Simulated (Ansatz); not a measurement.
# TaRu: pressure against volume

How stiff is TaRu, and at what volume does the pressure vanish? The cell is scaled evenly, atoms carried along, and solved with LAPW, PAW and all-electron datasets made for the crystal.

Method: DFT LDA, scalar-relativistic, in Ansatz 0.2.0.

### 1 Starting point

Symmetry: P4/mmm, No. 123, tetragonal system. Conventional cell: a = 3.053 Å, b = 3.053 Å, c = 3.389 Å, α = 90.00°, β = 90.00°, γ = 90.00°. Around Ta (site symmetry 4/mmm) lie 8 Ru at 2.74 Å and 4 Ta at 3.05 Å. Ru (site symmetry 4/mmm) has 8 Ta at 2.74 Å and 4 Ru at 3.05 Å as nearest neighbours.

Coordinates:

```
CELL_PARAMETERS angstrom
3.05300 0.00000 0.00000
0.00000 3.05300 0.00000
0.00000 0.00000 3.38900
ATOMIC_POSITIONS crystal
Ta 0.50000 0.50000 0.50000
Ru 0.00000 0.00000 0.00000
```

Atoms are numbered in the order of the input: Ta1, Ru2.

### 2 Volume × 0.94, LAPW

Input file input.yaml:

```yaml
crystal:
  lattice:
    - [2.9906763899, 0.0, 0.0]
    - [0.0, 2.9906763899, 0.0]
    - [0.0, 0.0, 3.3198173224]
  atoms:
    - { symbol: Ta, position: [0.5, 0.5, 0.5] }
    - { symbol: Ru, position: [0.0, 0.0, 0.0] }
kpoints:
  mp_grid: { grid: [11, 11, 10] }
  band_path:
    path:
      - [0.0, 0.0, 0.0]
      - [0.0, 0.5, 0.0]
      - [0.5, 0.5, 0.0]
      - [0.0, 0.0, 0.0]
      - [0.0, 0.0, 0.5]
      - [0.0, 0.5, 0.5]
      - [0.5, 0.5, 0.5]
      - [0.0, 0.0, 0.5]
      - [0.0, 0.5, 0.0]
    npoints: 5
scf:
  occupations: { method: fermi_dirac, width: 0.05 }
hamiltonian:
  xc: lda
  pseudopotentials: { kind: all_electron, lapw: { basis_error: 0.0005 } }
output:
  forces: true
  stress: true
  eigenvalues: true
```

The run is started by

```console
> ansatz run input.yaml --threads 1 --pin off --max-ram 3072MiB --backend cpu --events-out ev --progress --plain --runs-dir out
```

### 3 Volume × 0.94, PAW

Input file input.yaml:

```yaml
crystal:
  lattice:
    - [2.9906763899, 0.0, 0.0]
    - [0.0, 2.9906763899, 0.0]
    - [0.0, 0.0, 3.3198173224]
  atoms:
    - { symbol: Ta, position: [0.5, 0.5, 0.5] }
    - { symbol: Ru, position: [0.0, 0.0, 0.0] }
kpoints:
  mp_grid: { grid: [11, 11, 10] }
scf:
  occupations: { method: fermi_dirac, width: 0.05 }
hamiltonian:
  xc: lda
  pseudopotentials: { kind: paw }
output:
  forces: true
  stress: true
  eigenvalues: true
  efg: { contact_densities: true }
  write_density: true
  write_potential: true
  elf: true
  volumetric_format: npy
```

### 4 Volume × 0.94, crystal datasets

Changes to input.yaml since step 3:

```diff
@@ -14,3 +14,3 @@
   xc: lda
-  pseudopotentials: { kind: paw }
+  pseudopotentials: { kind: all_electron, datasets: crystal }
 output:
@@ -20,5 +20 @@
   efg: { contact_densities: true }
-  write_density: true
-  write_potential: true
-  elf: true
-  volumetric_format: npy
```

### 5 Volume × 0.98, LAPW

Input file input.yaml:

```yaml
crystal:
  lattice:
    - [3.0325094497, 0.0, 0.0]
    - [0.0, 3.0325094497, 0.0]
    - [0.0, 0.0, 3.3662543482]
  atoms:
    - { symbol: Ta, position: [0.5, 0.5, 0.5] }
    - { symbol: Ru, position: [0.0, 0.0, 0.0] }
kpoints:
  mp_grid: { grid: [11, 11, 10] }
  band_path:
    path:
      - [0.0, 0.0, 0.0]
      - [0.0, 0.5, 0.0]
      - [0.5, 0.5, 0.0]
      - [0.0, 0.0, 0.0]
      - [0.0, 0.0, 0.5]
      - [0.0, 0.5, 0.5]
      - [0.5, 0.5, 0.5]
      - [0.0, 0.0, 0.5]
      - [0.0, 0.5, 0.0]
    npoints: 5
scf:
  occupations: { method: fermi_dirac, width: 0.05 }
hamiltonian:
  xc: lda
  pseudopotentials: { kind: all_electron, lapw: { basis_error: 0.0005 } }
output:
  forces: true
  stress: true
  eigenvalues: true
```

### 6 Volume × 0.98, PAW

Input file input.yaml:

```yaml
crystal:
  lattice:
    - [3.0325094497, 0.0, 0.0]
    - [0.0, 3.0325094497, 0.0]
    - [0.0, 0.0, 3.3662543482]
  atoms:
    - { symbol: Ta, position: [0.5, 0.5, 0.5] }
    - { symbol: Ru, position: [0.0, 0.0, 0.0] }
kpoints:
  mp_grid: { grid: [11, 11, 10] }
scf:
  occupations: { method: fermi_dirac, width: 0.05 }
hamiltonian:
  xc: lda
  pseudopotentials: { kind: paw }
output:
  forces: true
  stress: true
  eigenvalues: true
  efg: { contact_densities: true }
```

### 7 Volume × 0.98, crystal datasets

Changes to input.yaml since step 6:

```diff
@@ -14,3 +14,3 @@
   xc: lda
-  pseudopotentials: { kind: paw }
+  pseudopotentials: { kind: all_electron, datasets: crystal }
 output:
```

### 8 Volume × 1.01, LAPW

Input file input.yaml:

```yaml
crystal:
  lattice:
    - [3.0631429316, 0.0, 0.0]
    - [0.0, 3.0631429316, 0.0]
    - [0.0, 0.0, 3.4002592189]
  atoms:
    - { symbol: Ta, position: [0.5, 0.5, 0.5] }
    - { symbol: Ru, position: [0.0, 0.0, 0.0] }
kpoints:
  mp_grid: { grid: [11, 11, 10] }
  band_path:
    path:
      - [0.0, 0.0, 0.0]
      - [0.0, 0.5, 0.0]
      - [0.5, 0.5, 0.0]
      - [0.0, 0.0, 0.0]
      - [0.0, 0.0, 0.5]
      - [0.0, 0.5, 0.5]
      - [0.5, 0.5, 0.5]
      - [0.0, 0.0, 0.5]
      - [0.0, 0.5, 0.0]
    npoints: 5
scf:
  occupations: { method: fermi_dirac, width: 0.05 }
hamiltonian:
  xc: lda
  pseudopotentials: { kind: all_electron, lapw: { basis_error: 0.0005 } }
output:
  forces: true
  stress: true
  eigenvalues: true
```

### 9 Volume × 1.01, PAW

Input file input.yaml:

```yaml
crystal:
  lattice:
    - [3.0631429316, 0.0, 0.0]
    - [0.0, 3.0631429316, 0.0]
    - [0.0, 0.0, 3.4002592189]
  atoms:
    - { symbol: Ta, position: [0.5, 0.5, 0.5] }
    - { symbol: Ru, position: [0.0, 0.0, 0.0] }
kpoints:
  mp_grid: { grid: [11, 11, 10] }
scf:
  occupations: { method: fermi_dirac, width: 0.05 }
hamiltonian:
  xc: lda
  pseudopotentials: { kind: paw }
output:
  forces: true
  stress: true
  eigenvalues: true
  efg: { contact_densities: true }
```

### 10 Volume × 1.01, crystal datasets

Changes to input.yaml since step 9:

```diff
@@ -14,3 +14,3 @@
   xc: lda
-  pseudopotentials: { kind: paw }
+  pseudopotentials: { kind: all_electron, datasets: crystal }
 output:
```

### 11 Volume × 1.04, LAPW

Input file input.yaml:

```yaml
crystal:
  lattice:
    - [3.0931756599, 0.0, 0.0]
    - [0.0, 3.0931756599, 0.0]
    - [0.0, 0.0, 3.4335972196]
  atoms:
    - { symbol: Ta, position: [0.5, 0.5, 0.5] }
    - { symbol: Ru, position: [0.0, 0.0, 0.0] }
kpoints:
  mp_grid: { grid: [11, 11, 10] }
  band_path:
    path:
      - [0.0, 0.0, 0.0]
      - [0.0, 0.5, 0.0]
      - [0.5, 0.5, 0.0]
      - [0.0, 0.0, 0.0]
      - [0.0, 0.0, 0.5]
      - [0.0, 0.5, 0.5]
      - [0.5, 0.5, 0.5]
      - [0.0, 0.0, 0.5]
      - [0.0, 0.5, 0.0]
    npoints: 5
scf:
  occupations: { method: fermi_dirac, width: 0.05 }
hamiltonian:
  xc: lda
  pseudopotentials: { kind: all_electron, lapw: { basis_error: 0.0005 } }
output:
  forces: true
  stress: true
  eigenvalues: true
```

### 12 Volume × 1.04, PAW

Input file input.yaml:

```yaml
crystal:
  lattice:
    - [3.0931756599, 0.0, 0.0]
    - [0.0, 3.0931756599, 0.0]
    - [0.0, 0.0, 3.4335972196]
  atoms:
    - { symbol: Ta, position: [0.5, 0.5, 0.5] }
    - { symbol: Ru, position: [0.0, 0.0, 0.0] }
kpoints:
  mp_grid: { grid: [11, 11, 10] }
scf:
  occupations: { method: fermi_dirac, width: 0.05 }
hamiltonian:
  xc: lda
  pseudopotentials: { kind: paw }
output:
  forces: true
  stress: true
  eigenvalues: true
  efg: { contact_densities: true }
```

### 13 Volume × 1.04, crystal datasets

Changes to input.yaml since step 12:

```diff
@@ -14,3 +14,3 @@
   xc: lda
-  pseudopotentials: { kind: paw }
+  pseudopotentials: { kind: all_electron, datasets: crystal }
 output:
```

(Steps that only read results are left out.)

Q: Predict the outcome of this session. Wanted: equilibrium volume; bulk modulus (for each run or level that gives them).

As calculated:

| quantity | value |
| --- | --- |
| equilibrium volume (LAPW) | 15.185 Å³/atom |
| bulk modulus (LAPW) | 285 GPa |
| its pressure derivative (LAPW) | 4.3 |
| equilibrium volume (PAW) | 15.180 Å³/atom |
| bulk modulus (PAW) | 287 GPa |
| its pressure derivative (PAW) | 4.3 |
| equilibrium volume (crystal datasets) | 15.185 Å³/atom |
| bulk modulus (crystal datasets) | 285 GPa |
| its pressure derivative (crystal datasets) | 4.3 |

By LAPW, the pressure vanishes at 15.19 Å³/atom (-3.9 % from the starting cell) and the bulk modulus there is 285 GPa (Birch-Murnaghan, third order). Shape and positions are held, so a fully relaxed modulus can be lower. PAW's volume lies -0.03 % and its modulus +0.5 % from LAPW's. No thermal or zero-point expansion is included. Spin-orbit coupling is left out, though the cell holds Ta; in elements this heavy it can shift bands and gaps by tenths of an eV.
